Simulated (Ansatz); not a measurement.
# Al: squeezing one contact

The task here is to estimate one member of a computed series from the others.

Method: DFT PBEsol, with the methods named in each step, in Ansatz 0.2.0.

## The starting structure

The structure is cubic, space group Fd-3m (No. 227). The conventional cell has a = 5.483 Å, b = 5.483 Å, c = 5.483 Å, α = 90.00°, β = 90.00°, γ = 90.00°. Al (site symmetry -43m) is surrounded by 4 Al at 2.37 Å.

Structure file:

```
Al
1.0
     0.00000    2.74152    2.74152
     2.74152    0.00000    2.74152
     2.74152    2.74152    0.00000
Al
2
Direct
  0.87500 0.87500 0.87500
  0.12500 0.12500 0.12500
```

Atoms are numbered in the order of the input: Al1, Al2.

Set-up of the first run:

The input, input.yaml:

```yaml
crystal:
  lattice:
    - [0.0, 2.7415165562, 2.7415165562]
    - [2.7415165562, 0.0, 2.7415165562]
    - [2.7415165562, 2.7415165562, 0.0]
  atoms:
    - { symbol: Al, position: [-0.125, -0.125, -0.125] }
    - { symbol: Al, position: [0.125, 0.125, 0.125] }
kpoints:
  mp_grid: { grid: [10, 10, 10] }
scf:
  occupations: { method: fermi_dirac, width: 0.05 }
hamiltonian:
  xc: pbesol
  pseudopotentials: { kind: all_electron, lapw: { basis_error: 0.001 } }
output:
  forces: true
  stress: true
  eigenvalues: true
  populations: true
```

Started as:

```
$ ansatz run input.yaml --threads 1 --pin off --max-ram 2048MiB --backend cpu --events-out ev --progress --plain --runs-dir out
```

Among the steps run: The bond as given, LAPW; Shortest bond scaled by 1, crystal datasets; Shortest bond scaled by 1.1, LAPW; Shortest bond scaled by 0.82, LAPW; Shortest bond scaled by 0.76, LAPW; Shortest bond scaled by 0.64, LAPW; Shortest bond scaled by 0.64, crystal datasets.

One table of the session follows, with a row left open; its other results are not shown here.

```
              method  length (Å)  force along the bond (eV/Å)  pressure (GPa)  largest force (eV/Å)
                LAPW       1.520                       33.519           59.74                33.519
                LAPW       1.804                       14.714           34.95                14.714
                LAPW       1.947                        8.667           26.73                 8.667
                LAPW       2.374                        0.000           18.06                 0.000
                LAPW       2.612                       -1.182           19.39                 1.182
                 PAW       1.520                       33.078           59.21                33.078
                 PAW       1.804                       14.760           35.24                14.760
                 PAW       1.947                            ?               ?                     ?
                 PAW       2.374                        0.000           18.23                 0.000
                 PAW       2.612                       -1.185           19.56                 1.185
PAW (level accurate)       1.520                       33.683           60.08                33.683
    crystal datasets       1.520                       33.520           59.74                33.520
    crystal datasets       2.374                        0.000           18.05                 0.000
```

Q: Estimate the row for PAW, 1.947 from the others.

As computed: force along the bond (eV/Å): 8.677; pressure (GPa): 26.91; largest force (eV/Å): 8.677. In the column «force along the bond (eV/Å)» it lies between LAPW, 1.947 (8.667) and LAPW, 1.804 (14.714).

Caveats from the session: Rows by PAW come from runs of the same series that aren't printed here. Warnings in the runs' records: crystal datasets made.
